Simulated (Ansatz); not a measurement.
# Be2Ge2C: the cost of one run

Method: DFT, r2SCAN, no spin polarisation, plane waves, PAW, in Ansatz 0.2.0.

### 1 The system as given

It takes space group P4/nmm (No. 129, tetragonal). The conventional cell has a = 3.641 Å, b = 3.641 Å, c = 8.986 Å, α = 90.00°, β = 90.00°, γ = 90.00°. Ge (site symmetry 4mm) is surrounded by 5 Be at 2.17 to 2.34 Å and 4 C at 2.78 Å. C (site symmetry 4mm) has 8 Ge at 2.78 to 2.90 Å and 8 Be at 2.88 Å as nearest neighbours. Be (site symmetry 4mm) has 5 Ge at 2.06 to 2.34 Å and 4 C at 2.88 Å as nearest neighbours. Around Ge (site symmetry -4m2) lie 4 Be at 2.06 Å and 4 Ge at 2.57 Å and 4 C at 2.90 Å. Around Be (site symmetry -4m2) lie 4 Ge at 2.17 Å and 4 Be at 2.57 Å and 4 C at 2.88 Å.

In its conventional cell, by symmetry (the run takes the cell typed in the input):

```cif
data_structure
_symmetry_space_group_name_H-M 'P4/nmm:1'
_symmetry_Int_Tables_number 129
_cell_length_a 3.6414
_cell_length_b 3.6414
_cell_length_c 8.9858
_cell_angle_alpha 90.000
_cell_angle_beta 90.000
_cell_angle_gamma 90.000
_cell_volume 119.15
loop_
_atom_site_label
_atom_site_type_symbol
_atom_site_symmetry_multiplicity
_atom_site_Wyckoff_symbol
_atom_site_fract_x
_atom_site_fract_y
_atom_site_fract_z
_atom_site_occupancy
Ge1 Ge 2 c 0.50000 0.00000 0.36800 1
C1 C 2 c 0.50000 0.00000 0.74900 1
Be1 Be 2 c 0.50000 0.00000 0.10800 1
Ge2 Ge 2 a 0.00000 0.00000 0.00000 1
Be2 Be 2 b 0.00000 0.00000 0.50000 1
```

It starts from an earlier solution of the starting cell (checkpoint.read).

### 2 The relaxation

The input, input.yaml:

```yaml
crystal:
  lattice:
    - [3.641441, 0.0, 0.0]
    - [0.0, 3.641441, 0.0]
    - [0.0, 0.0, 8.985843]
  atoms:
    - { symbol: Ge, position: [0.25, 0.25, 0.368] }
    - { symbol: Ge, position: [0.75, 0.75, 0.632] }
    - { symbol: C, position: [0.25, 0.25, 0.749] }
    - { symbol: C, position: [0.75, 0.75, 0.251] }
    - { symbol: Be, position: [0.25, 0.25, 0.108] }
    - { symbol: Be, position: [0.75, 0.75, 0.892] }
    - { symbol: Ge, position: [0.75, 0.25, 0.0] }
    - { symbol: Ge, position: [0.25, 0.75, 0.0] }
    - { symbol: Be, position: [0.75, 0.25, 0.5] }
    - { symbol: Be, position: [0.25, 0.75, 0.5] }
  symmetry: { tolerance: 0.0003 }
kpoints:
  mp_grid: { grid: [8, 8, 3], shift: [0, 0, 0] }
magnetization:
  spin_polarized: false
scf:
  occupations: { method: gaussian, width: 0.2499 }
  lower_state_search: "off"
hamiltonian:
  pseudopotentials: { kind: paw }
  xc: r2scan
basis:
  ecutwfc: 500
  fft_grid_basis: typed
relax:
  max_steps: 40
  f_tol: 0.03
output:
  forces: true
  stress: true
  eigenvalues: true
  bader: false
  populations: true
  elf: true
  write_potential: true
  volumetric_format: npy
  dos:
    e_range: [-12, 8]
    de: 0.05
    projected: { site_lists: { Be: [Be], C: [C], Ge: [Ge] } }
  write_density: true
checkpoint:
  read: saved_state
```

Run with:

```bash
$ ansatz run input.yaml --threads 2 --pin off --max-ram 2560MiB --backend cpu --events-out ev --progress --plain --runs-dir out
```

Q: Estimate wall time and peak memory on 2 threads of Arm Neoverse V1, shared host.

About 3.9 min, with a peak of 0.77 GiB.
